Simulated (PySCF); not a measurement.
**C2H7Ge2P: core binding energies at several levels of theory**

Aim: compute the core binding energies of C2H7Ge2P (`C#[C][GeH2][PH][GeH3]`) at several levels, and see how far they spread and what each costs.

Programs: PySCF 2.14.0, with density-fitted response routines of our own. Each step states its level of theory. These are calculated values for one molecule in the gas phase, unless marked as measured. Atoms count from 0, in the outputs and in this text.

**1. Starting geometry**

12 atoms, charge 0, multiplicity 1; geometry from: PBE0-D3(BJ)/def2-SVP.

Bonds of the start (Å): C0–C1 1.22, C1–Ge2 1.90, Ge2–P3 2.32, P3–Ge4 2.33, C0–H5 1.08, Ge2–H6 1.54, Ge2–H7 1.54, P3–H8 1.43, Ge4–H9 1.54, Ge4–H10 1.54, Ge4–H11 1.54.

**2. Core-electron binding energies: SCAN, X2C**

Job settings and geometry (Å):

```
{"job": {"kind": "xps"}, "charge": 0, "multiplicity": 1}
C      2.046318     1.769677    -0.872436
C      1.782753     0.607255    -0.627171
Ge     1.277883    -1.176289    -0.194200
P     -0.537436    -1.235863     1.255940
Ge    -1.763080     0.482129     0.267807
H      2.282230     2.797365    -1.085518
H      0.892373    -1.898619    -1.493688
H      2.471460    -1.877345     0.473712
H      0.085208    -0.391212     2.225870
H     -3.115358     0.558131     1.000474
H     -1.054252     1.842695     0.344842
H     -2.007697     0.100508    -1.202354
```

Method: delta-SCF UKS SCAN, pcX-2 on the ionised atom, pcseg-1 elsewhere, spin-free X2C.

The run is started by

```console
$ OMP_NUM_THREADS=1 python probes_run.py task.json out
```

The driver reads the jobs from task.json and runs them one after another.

The program printed:

```text
ground state, core basis on atom 0 (C), 166 functions
  cycle   1  E = -4610.30416794  |g| = 4.56e-01
  cycle   2  E = -4610.26481695  |g| = 5.64e-01
  cycle   3  E = -4610.35803329  |g| = 1.02e-01
  cycle   4  E = -4610.35892813  |g| = 8.60e-02
  cycle   5  E = -4610.36090874  |g| = 8.90e-03
  cycle   6  E = -4610.36093239  |g| = 3.09e-03
  cycle   7  E = -4610.36093922  |g| = 7.90e-04
  cycle   8  E = -4610.36094100  |g| = 3.22e-04
  E(ground) = -4610.64958180 Eh
hole in C 1s of atom 0
  cycle   1  E = -4599.10604586  |g| = 1.50e+00
  cycle   2  E = -4594.82574394  |g| = 2.56e+00
  cycle   3  E = -4598.91703841  |g| = 1.01e+00
  cycle   4  E = -4599.44225949  |g| = 7.12e-01
  cycle   5  E = -4599.63715929  |g| = 3.38e-01
  cycle   6  E = -4599.68970552  |g| = 8.71e-02
  cycle   7  E = -4599.69484838  |g| = 3.28e-02
  cycle   8  E = -4599.69584374  |g| = 1.40e-02
  cycle   9  E = -4599.69609879  |g| = 7.78e-03
  cycle  10  E = -4599.69624134  |g| = 4.88e-03
  cycle  11  E = -4599.69631818  |g| = 2.52e-03
  cycle  12  E = -4599.69632535  |g| = 1.20e-03
  cycle  13  E = -4599.69632865  |g| = 6.38e-04
  cycle  14  E = -4599.69633118  |g| = 3.60e-04
  E(ion) = -4599.98394336 Eh   <S^2> = 0.8453   hole on atom = 1.000   binding energy = 290.227 eV
ground state, core basis on atom 1 (C), 166 functions
  cycle   1  E = -4610.36192470  |g| = 6.56e-02
  cycle   2  E = -4610.35970029  |g| = 9.75e-02
  cycle   3  E = -4610.36156245  |g| = 4.96e-02
  cycle   4  E = -4610.36221250  |g| = 6.75e-03
  cycle   5  E = -4610.36223405  |g| = 9.84e-04
  cycle   6  E = -4610.36223560  |g| = 2.92e-04
  E(ground) = -4610.65080873 Eh
hole in C 1s of atom 1
  cycle   1  E = -4599.11198876  |g| = 1.51e+00
  cycle   2  E = -4594.18768550  |g| = 2.69e+00
  cycle   3  E = -4598.89576473  |g| = 9.78e-01
  cycle   4  E = -4599.48842166  |g| = 6.52e-01
  cycle   5  E = -4599.63796098  |g| = 3.54e-01
  cycle   6  E = -4599.69170574  |g| = 9.44e-02
  cycle   7  E = -4599.69782153  |g| = 3.03e-02
  cycle   8  E = -4599.69886883  |g| = 1.41e-02
  cycle   9  E = -4599.69922803  |g| = 9.01e-03
  cycle  10  E = -4599.69945624  |g| = 5.98e-03
  cycle  11  E = -4599.69956628  |g| = 3.09e-03
  cycle  12  E = -4599.69958244  |g| = 1.47e-03
  cycle  13  E = -4599.69958383  |g| = 6.64e-04
  cycle  14  E = -4599.69958455  |g| = 1.85e-04
  E(ion) = -4599.98665302 Eh   <S^2> = 0.8728   hole on atom = 1.000   binding energy = 290.186 eV
ground state, core basis on atom 3 (P), 177 functions
  cycle   1  E = -4610.46986377  |g| = 3.40e-01
  cycle   2  E = -4610.46878818  |g| = 6.89e-02
  cycle   3  E = -4610.46314838  |g| = 1.57e-01
  cycle   4  E = -4610.47008300  |g| = 3.02e-02
  cycle   5  E = -4610.47036879  |g| = 3.75e-03
  cycle   6  E = -4610.47036841  |g| = 8.94e-04
  cycle   7  E = -4610.47037042  |g| = 1.51e-04
  E(ground) = -4610.72830022 Eh
hole in P 1s of atom 3
  cycle   1  E = -4530.30412086  |g| = 4.72e+00
  cycle   2  E = -4527.39651525  |g| = 2.90e+00
  cycle   3  E = -4514.26994142  |g| = 3.55e+00
  cycle   4  E = -4531.33901831  |g| = 4.53e-01
  cycle   5  E = -4531.27242459  |g| = 6.01e-01
  cycle   6  E = -4531.44121042  |g| = 2.63e-01
  cycle   7  E = -4531.47763152  |g| = 6.40e-02
  cycle   8  E = -4531.47979084  |g| = 9.37e-03
  cycle   9  E = -4531.47983094  |g| = 5.00e-03
  cycle  10  E = -4531.47984656  |g| = 1.42e-03
  cycle  11  E = -4531.47984979  |g| = 3.36e-04
  E(ion) = -4531.73853761 Eh   <S^2> = 0.7520   hole on atom = 1.000   binding energy = 2149.421 eV
hole in P 2p of atom 3
  cycle   1  E = -4605.04229119  |g| = 1.39e+00
  cycle   2  E = -4602.26154861  |g| = 2.13e+00
  cycle   3  E = -4604.26624740  |g| = 1.26e+00
  cycle   4  E = -4605.43825551  |g| = 1.81e-01
  cycle   5  E = -4605.44059744  |g| = 1.64e-01
  cycle   6  E = -4605.44797496  |g| = 1.19e-01
  cycle   7  E = -4605.45524766  |g| = 3.29e-02
  cycle   8  E = -4605.45587828  |g| = 3.88e-03
  cycle   9  E = -4605.45589154  |g| = 1.30e-03
  cycle  10  E = -4605.45589235  |g| = 7.98e-04
  cycle  11  E = -4605.45589184  |g| = 2.98e-04
  E(ion) = -4605.72520225 Eh   <S^2> = 0.7540   hole on atom = 1.002   binding energy = 136.141 eV
  2p3/2 = 135.898 eV   2p1/2 = 136.787 eV
```

It took 36 s on 1 thread of Arm Neoverse V1, shared host; peak memory 0.61 GiB.

The holes in one table. −ε is the ground-state orbital energy:

| hole | stands for | environment | ΔSCF (eV; 2p as the shell's mean) | −ε (eV) | ⟨S²⟩ |
| --- | --- | --- | --- | --- | --- |
| C1s on C0 | C0 | terminal alkyne carbon | 290.23 | 273.9 | 0.845 |
| C1s on C1 | C1 | alkyne carbon | 290.19 (doubtful) | 273.8 | 0.873 |
| P1s on P3 | P3 | phosphorus bonded to 2 Ge, H | 2149.42 | 2092.9 | 0.752 |
| P2p on P3 | P3 | phosphorus bonded to 2 Ge, H | 136.19 | 125.9 | 0.754 |

Doubtful: the ion did not converge, its hole moved, or its ⟨S²⟩ is well above 0.75. Rows just under that mark are hardly safer.

With the spin-orbit splitting: P3 2p3/2 135.90, 2p1/2 136.79 eV. The table gives each 2p level as the mean over the whole 2p shell (two parts 2p3/2, one part 2p1/2), which differs a little from the single hole in the log.

**3. X-ray photoelectron lines: B3LYP, X2C**

The job, as its differences from that of step 2:

```diff
@@ -1,2 +1,2 @@
-{"job": {"kind": "xps"}, "charge": 0, "multiplicity": 1}
+{"job": {"kind": "xps", "xc": "B3LYP"}, "charge": 0, "multiplicity": 1}
 C      2.046318     1.769677    -0.872436
```

Method: delta-SCF UKS B3LYP, pcX-2 on the ionised atom, pcseg-1 elsewhere, spin-free X2C.

The program printed:

```text
ground state, core basis on atom 0 (C), 166 functions
  cycle   1  E = -4610.54306008  |g| = 3.86e-01
  cycle   2  E = -4610.53226054  |g| = 4.18e-01
  cycle   3  E = -4610.58264890  |g| = 3.64e-02
  cycle   4  E = -4610.58289473  |g| = 2.51e-02
  cycle   5  E = -4610.58304528  |g| = 1.13e-02
  cycle   6  E = -4610.58307661  |g| = 2.70e-03
  cycle   7  E = -4610.58307965  |g| = 3.88e-04
  E(ground) = -4610.59091867 Eh
hole in C 1s of atom 0
  cycle   1  E = -4599.33152278  |g| = 1.51e+00
  cycle   2  E = -4595.55013223  |g| = 2.56e+00
  cycle   3  E = -4599.35941491  |g| = 8.50e-01
  cycle   4  E = -4599.71594553  |g| = 6.33e-01
  cycle   5  E = -4599.88107984  |g| = 2.44e-01
  cycle   6  E = -4599.90876217  |g| = 5.35e-02
  cycle   7  E = -4599.91072253  |g| = 1.57e-02
  cycle   8  E = -4599.91094795  |g| = 6.29e-03
  cycle   9  E = -4599.91098886  |g| = 2.80e-03
  cycle  10  E = -4599.91101132  |g| = 1.49e-03
  cycle  11  E = -4599.91101847  |g| = 7.40e-04
  cycle  12  E = -4599.91102105  |g| = 1.86e-04
  E(ion) = -4599.91890671 Eh   <S^2> = 0.7836   hole on atom = 1.000   binding energy = 290.400 eV
ground state, core basis on atom 1 (C), 166 functions
  cycle   1  E = -4610.58389604  |g| = 4.56e-02
  cycle   2  E = -4610.58338341  |g| = 4.96e-02
  cycle   3  E = -4610.58373745  |g| = 3.33e-02
  cycle   4  E = -4610.58401577  |g| = 4.37e-03
  cycle   5  E = -4610.58402007  |g| = 3.08e-04
  E(ground) = -4610.59198814 Eh
hole in C 1s of atom 1
  cycle   1  E = -4599.33905387  |g| = 1.52e+00
  cycle   2  E = -4596.00871010  |g| = 2.55e+00
  cycle   3  E = -4599.52067384  |g| = 6.91e-01
  cycle   4  E = -4599.71107906  |g| = 6.28e-01
  cycle   5  E = -4599.89822706  |g| = 1.87e-01
  cycle   6  E = -4599.91258240  |g| = 6.43e-02
  cycle   7  E = -4599.91529770  |g| = 1.20e-02
  cycle   8  E = -4599.91545985  |g| = 5.19e-03
  cycle   9  E = -4599.91551196  |g| = 3.17e-03
  cycle  10  E = -4599.91555357  |g| = 1.53e-03
  cycle  11  E = -4599.91556009  |g| = 6.00e-04
  cycle  12  E = -4599.91555887  |g| = 1.56e-04
  E(ion) = -4599.92347726 Eh   <S^2> = 0.7884   hole on atom = 1.000   binding energy = 290.305 eV
ground state, core basis on atom 3 (P), 177 functions
  cycle   1  E = -4610.67292101  |g| = 1.92e-01
  cycle   2  E = -4610.67284271  |g| = 4.26e-02
  cycle   3  E = -4610.67209002  |g| = 6.41e-02
  cycle   4  E = -4610.67306708  |g| = 1.65e-02
  cycle   5  E = -4610.67313354  |g| = 2.47e-03
  cycle   6  E = -4610.67313612  |g| = 3.44e-04
  E(ground) = -4610.68112549 Eh
hole in P 1s of atom 3
  cycle   1  E = -4530.57943395  |g| = 4.76e+00
  cycle   2  E = -4528.99041419  |g| = 2.71e+00
  cycle   3  E = -4521.71216610  |g| = 2.89e+00
  cycle   4  E = -4531.65354704  |g| = 3.56e-01
  cycle   5  E = -4531.69877243  |g| = 2.93e-01
  cycle   6  E = -4531.74320378  |g| = 1.12e-01
  cycle   7  E = -4531.74668654  |g| = 7.36e-02
  cycle   8  E = -4531.74961645  |g| = 7.87e-03
  cycle   9  E = -4531.74964937  |g| = 2.48e-03
  cycle  10  E = -4531.74965164  |g| = 4.99e-04
  E(ion) = -4531.75759250 Eh   <S^2> = 0.7519   hole on atom = 1.000   binding energy = 2147.619 eV
hole in P 2p of atom 3
  cycle   1  E = -4605.27158003  |g| = 1.38e+00
  cycle   2  E = -4604.89620758  |g| = 1.36e+00
  cycle   3  E = -4605.58789889  |g| = 3.51e-01
  cycle   4  E = -4605.65639196  |g| = 1.93e-01
  cycle   5  E = -4605.66655068  |g| = 1.44e-01
  cycle   6  E = -4605.67779949  |g| = 1.53e-02
  cycle   7  E = -4605.67794820  |g| = 2.45e-03
  cycle   8  E = -4605.67795135  |g| = 7.64e-04
  cycle   9  E = -4605.67795259  |g| = 2.63e-04
  E(ion) = -4605.68590573 Eh   <S^2> = 0.7528   hole on atom = 1.002   binding energy = 135.927 eV
  2p3/2 = 135.684 eV   2p1/2 = 136.568 eV
```

Wall time 62 s (1 thread of Arm Neoverse V1, shared host); peak memory 0.8 GiB.

Binding energies by hole, beside the orbital energy of the ground state; the difference holds orbital relaxation and, for a density functional, its self-interaction error:

| hole | stands for | environment | ΔSCF (eV; 2p as the shell's mean) | −ε (eV) | ⟨S²⟩ |
| --- | --- | --- | --- | --- | --- |
| C1s on C0 | C0 | terminal alkyne carbon | 290.40 | 277.2 | 0.784 |
| C1s on C1 | C1 | alkyne carbon | 290.30 | 277.1 | 0.788 |
| P1s on P3 | P3 | phosphorus bonded to 2 Ge, H | 2147.62 | 2102.4 | 0.752 |
| P2p on P3 | P3 | phosphorus bonded to 2 Ge, H | 135.98 | 128.1 | 0.753 |

With the spin-orbit splitting: P3 2p3/2 135.68, 2p1/2 136.57 eV. The table gives each 2p level as the mean over the whole 2p shell (two parts 2p3/2, one part 2p1/2), which differs a little from the single hole in the log.

**4. Core-electron binding energies: PBE0, X2C**

The job, as its differences from that of step 3:

```diff
@@ -1,2 +1,2 @@
-{"job": {"kind": "xps", "xc": "B3LYP"}, "charge": 0, "multiplicity": 1}
+{"job": {"kind": "xps", "xc": "PBE0"}, "charge": 0, "multiplicity": 1}
 C      2.046318     1.769677    -0.872436
```

With the program's defaults for keys left out, this is: delta-SCF UKS PBE0, pcX-2 on the ionised atom, pcseg-1 elsewhere, spin-free X2C.

The program printed:

```text
ground state, core basis on atom 0 (C), 166 functions
  cycle   1  E = -4609.66296066  |g| = 3.53e-01
  cycle   2  E = -4609.66268848  |g| = 3.42e-01
  cycle   3  E = -4609.69623755  |g| = 3.34e-02
  cycle   4  E = -4609.69638319  |g| = 2.69e-02
  cycle   5  E = -4609.69656040  |g| = 8.73e-03
  cycle   6  E = -4609.69657631  |g| = 1.99e-03
  cycle   7  E = -4609.69657987  |g| = 2.78e-04
  E(ground) = -4609.70293264 Eh
hole in C 1s of atom 0
  cycle   1  E = -4598.46370477  |g| = 1.51e+00
  cycle   2  E = -4595.18334529  |g| = 2.44e+00
  cycle   3  E = -4598.58513671  |g| = 7.70e-01
  cycle   4  E = -4598.89384155  |g| = 5.53e-01
  cycle   5  E = -4599.02197091  |g| = 2.11e-01
  cycle   6  E = -4599.04224544  |g| = 4.31e-02
  cycle   7  E = -4599.04356265  |g| = 1.28e-02
  cycle   8  E = -4599.04375987  |g| = 6.03e-03
  cycle   9  E = -4599.04381912  |g| = 3.56e-03
  cycle  10  E = -4599.04386748  |g| = 1.79e-03
  cycle  11  E = -4599.04388018  |g| = 7.10e-04
  cycle  12  E = -4599.04388185  |g| = 1.85e-04
  E(ion) = -4599.05025970 Eh   <S^2> = 0.8009   hole on atom = 1.000   binding energy = 289.874 eV
ground state, core basis on atom 1 (C), 166 functions
  cycle   1  E = -4609.69808186  |g| = 6.16e-02
  cycle   2  E = -4609.69753996  |g| = 5.14e-02
  cycle   3  E = -4609.69766038  |g| = 4.67e-02
  cycle   4  E = -4609.69821944  |g| = 1.59e-03
  cycle   5  E = -4609.69821830  |g| = 1.56e-04
  E(ground) = -4609.70467714 Eh
hole in C 1s of atom 1
  cycle   1  E = -4598.46982592  |g| = 1.52e+00
  cycle   2  E = -4597.08639016  |g| = 2.05e+00
  cycle   3  E = -4598.90041408  |g| = 4.67e-01
  cycle   4  E = -4599.00446741  |g| = 2.28e-01
  cycle   5  E = -4599.04490434  |g| = 5.49e-02
  cycle   6  E = -4599.04707372  |g| = 1.68e-02
  cycle   7  E = -4599.04730288  |g| = 1.15e-02
  cycle   8  E = -4599.04745685  |g| = 5.46e-03
  cycle   9  E = -4599.04757481  |g| = 3.33e-03
  cycle  10  E = -4599.04762201  |g| = 1.38e-03
  cycle  11  E = -4599.04762426  |g| = 2.57e-04
  E(ion) = -4599.05402013 Eh   <S^2> = 0.8105   hole on atom = 1.000   binding energy = 289.819 eV
ground state, core basis on atom 3 (P), 177 functions
  cycle   1  E = -4609.78708382  |g| = 2.42e-01
  cycle   2  E = -4609.78696204  |g| = 3.95e-02
  cycle   3  E = -4609.78610224  |g| = 6.78e-02
  cycle   4  E = -4609.78724657  |g| = 1.18e-02
  cycle   5  E = -4609.78727963  |g| = 1.85e-03
  cycle   6  E = -4609.78728025  |g| = 2.65e-04
  E(ground) = -4609.79379805 Eh
hole in P 1s of atom 3
  cycle   1  E = -4529.71798470  |g| = 4.76e+00
  cycle   2  E = -4529.80525985  |g| = 2.13e+00
  cycle   3  E = -4530.19882670  |g| = 9.98e-01
  cycle   4  E = -4530.80393806  |g| = 3.49e-01
  cycle   5  E = -4530.85754468  |g| = 2.40e-01
  cycle   6  E = -4530.88600070  |g| = 5.54e-02
  cycle   7  E = -4530.88755172  |g| = 1.50e-02
  cycle   8  E = -4530.88769099  |g| = 1.67e-03
  cycle   9  E = -4530.88769336  |g| = 7.28e-04
  cycle  10  E = -4530.88769407  |g| = 1.67e-04
  E(ion) = -4530.89419035 Eh   <S^2> = 0.7520   hole on atom = 1.000   binding energy = 2146.968 eV
hole in P 2p of atom 3
  cycle   1  E = -4604.39340285  |g| = 1.37e+00
  cycle   2  E = -4604.24767320  |g| = 1.18e+00
  cycle   3  E = -4604.74788389  |g| = 2.67e-01
  cycle   4  E = -4604.78550063  |g| = 1.53e-01
  cycle   5  E = -4604.79412873  |g| = 9.35e-02
  cycle   6  E = -4604.79887883  |g| = 9.99e-03
  cycle   7  E = -4604.79894161  |g| = 1.29e-03
  cycle   8  E = -4604.79894198  |g| = 5.16e-04
  cycle   9  E = -4604.79894330  |g| = 1.93e-04
  E(ion) = -4604.80544618 Eh   <S^2> = 0.7533   hole on atom = 1.002   binding energy = 135.740 eV
  2p3/2 = 135.496 eV   2p1/2 = 136.376 eV
```

Wall time 61 s (1 thread of Arm Neoverse V1, shared host); peak memory 0.74 GiB.

The holes in one table. −ε is the ground-state orbital energy:

| hole | stands for | environment | ΔSCF (eV; 2p as the shell's mean) | −ε (eV) | ⟨S²⟩ |
| --- | --- | --- | --- | --- | --- |
| C1s on C0 | C0 | terminal alkyne carbon | 289.87 | 278.7 | 0.801 |
| C1s on C1 | C1 | alkyne carbon | 289.82 | 278.6 | 0.811 |
| P1s on P3 | P3 | phosphorus bonded to 2 Ge, H | 2146.97 | 2106.6 | 0.752 |
| P2p on P3 | P3 | phosphorus bonded to 2 Ge, H | 135.79 | 129.1 | 0.753 |

With the spin-orbit splitting: P3 2p3/2 135.50, 2p1/2 136.38 eV. The table gives each 2p level as the mean over the whole 2p shell (two parts 2p3/2, one part 2p1/2), which differs a little from the single hole in the log.

(Part 1 of 3 ends here.)
